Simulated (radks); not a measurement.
# Ru²⁺ in [Ar] 3d10 4s2 4p5.75 4d6.25: an all-electron calculation

Aim: the levels, the sizes of the orbitals and the parts of the energy of the ruthenium ion Ru2+.

Program: radks (a radial shooting solver on a logarithmic mesh, Libxc functionals) version 1. Level of theory: Dirac Kohn-Sham, BLYP, spin-unpolarised, spherical densities, finite nucleus; open shells are shared between the two j in proportion to 2j + 1. These are calculated values, not measurements, unless marked.

### Step 1. What is computed

- element: ruthenium (Z = 44)
- charge: +2
- electrons: 42
- configuration: [Ar] 3d10 4s2 4p5.75 4d6.25
- nuclear rms radius: 4.4809 fm

### Step 2. The run

The run's settings:

```text
Z 44
configuration [Ar] 3d10 4s2 4p5.75 4d6.25
relativity Dirac
functional b88,lyp
spin unpolarised
j_filling average
nucleus finite rms 4.4809 fm
c 137.035999084
```

What does the calculation give?

The runs gave:

| quantity | value |
| --- | --- |
| total energy | -4530.69392 hartree |
| exchange-correlation share of it | 2.95 % |
| −T/E | 1.0406 |
| highest occupied level | 4d5/2, -24.152 eV |
| most extended occupied level | 4d5/2, <r> = 1.53 bohr |
| radius at density 0.001 e/bohr³ | 3.51 bohr |
| maxima of the radial density | 4 |

What this shows: The radial density shows 4 maxima for 4 occupied principal shells. Relativity lifts −T/E to 1.041. This is not the tabulated ground configuration, so its levels and sizes aren't those of the ground state, and no measured value stands beside it.
